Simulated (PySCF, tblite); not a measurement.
**CH₇B₃N₄: geometry, infrared bands and NMR shifts**

What infrared bands and NMR shifts should CH₇B₃N₄ (`C=NB1NBNBN1`) show?

The runs use tblite 0.8.0 and PySCF 2.14.0, with density-fitted response routines of our own; the level of theory stands in each step. All values are computed, except where a source is named. Atoms count from 0, in the outputs and in this text.

## Step 1: The molecule as given

15 atoms, charge 0, multiplicity 1; geometry from: force field or distance geometry start.

Bonds of the start (Å): C0–N1 1.30, N1–B2 1.49, B2–N3 1.54, N3–B4 1.53, B4–N5 1.51, N5–B6 1.51, B6–N7 1.54, N7–B2 1.51, C0–H8 1.08, C0–H9 1.07, N3–H10 1.04, B4–H11 1.17, N5–H12 1.03, B6–H13 1.17, N7–H14 1.04.

## Step 2: Geometry optimisation with GFN2-xTB

What the job is given:

```
{"job": {"kind": "relax", "xc": "GFN2-xTB", "basis": "xTB"}, "charge": 0, "multiplicity": 1}
C      2.957700     0.087600    -0.082600
N      1.827000     0.600100     0.290000
B      0.623900     0.265100    -0.524100
N     -0.388800     1.395500    -0.790000
B     -1.553600     1.142700     0.176200
N     -1.961500    -0.273600     0.518000
B     -1.325000    -1.199600    -0.484100
N      0.213800    -1.190400    -0.566900
H      3.851300     0.300100     0.489400
H      2.999000    -0.539400    -0.952000
H     -0.701700     1.439900    -1.776700
H     -2.233000     2.056500     0.438600
H     -2.992400    -0.354800     0.530000
H     -1.881300    -2.039900    -1.074900
H      0.560200    -1.681800     0.281600
```

Launch:

```console
$ OMP_NUM_THREADS=1 python probes_run.py task.json out
```

One launch serves the whole session: the jobs run in the order shown.

**Question.** This job is followed by: GFN2-xTB harmonic vibrations, gas phase; GIAO PBE0/pcSseg-1 NMR shielding, non-relativistic, gas phase. What will the session give for the following? strongest single infrared mode (GFN2-xTB); zero-point energy (GFN2-xTB); 13C shifts against TMS (PBE0/pcSseg-1); 1H shifts against TMS (PBE0/pcSseg-1, means over atoms taken as alike); 15N shifts against NH3 (PBE0/pcSseg-1, means over atoms taken as alike); 11B shifts against BF3·OEt2 (PBE0/pcSseg-1, means over atoms taken as alike); surface potential, 1st and 99th percentile.

**Answer**, as computed:

| quantity | value |
| --- | --- |
| strongest single infrared mode (GFN2-xTB) | 1405 cm⁻¹, 957 km/mol |
| zero-point energy (GFN2-xTB) | 69.0 kcal/mol |
| 13C shifts against TMS (PBE0/pcSseg-1) | 156.0 ppm |
| 1H shifts against TMS (PBE0/pcSseg-1, means over atoms taken as alike) | 8.51, 8.22, 5.49, 4.69, 4.58 ppm |
| 15N shifts against NH3 (PBE0/pcSseg-1, means over atoms taken as alike) | 438.9, 138.1, 119.7 ppm |
| 11B shifts against BF3·OEt2 (PBE0/pcSseg-1, means over atoms taken as alike) | 26.2, 21.8 ppm |
| surface potential, 1st and 99th percentile | -1.19 V and 1.47 V |

Relaxing lowered the energy by 3.660 eV in 99 steps; the close pair that moved most is B6–N7, from 1.541 to 1.412 Å. All 39 modes are real, so the xTB geometry is a minimum. The strongest single mode, at 1405 cm⁻¹, has its largest shares on B4, B6, N7 and N3 (the list is cut at 4 atoms). GFN2-xTB is a fitted tight-binding method: band positions and strengths are rough. Its intensities can rank the bands wrongly. At PBE0/pcSseg-1: Shielding is most anisotropic at N1 (span 771 ppm, paramagnetic term -501 ppm). At PBE0/pcSseg-1, counted by nearest atom on the grid, the HOMO lies on N1 47 %; N3, N5, N7 about 9 % each, the LUMO on C0 36 %; N1 34 %.
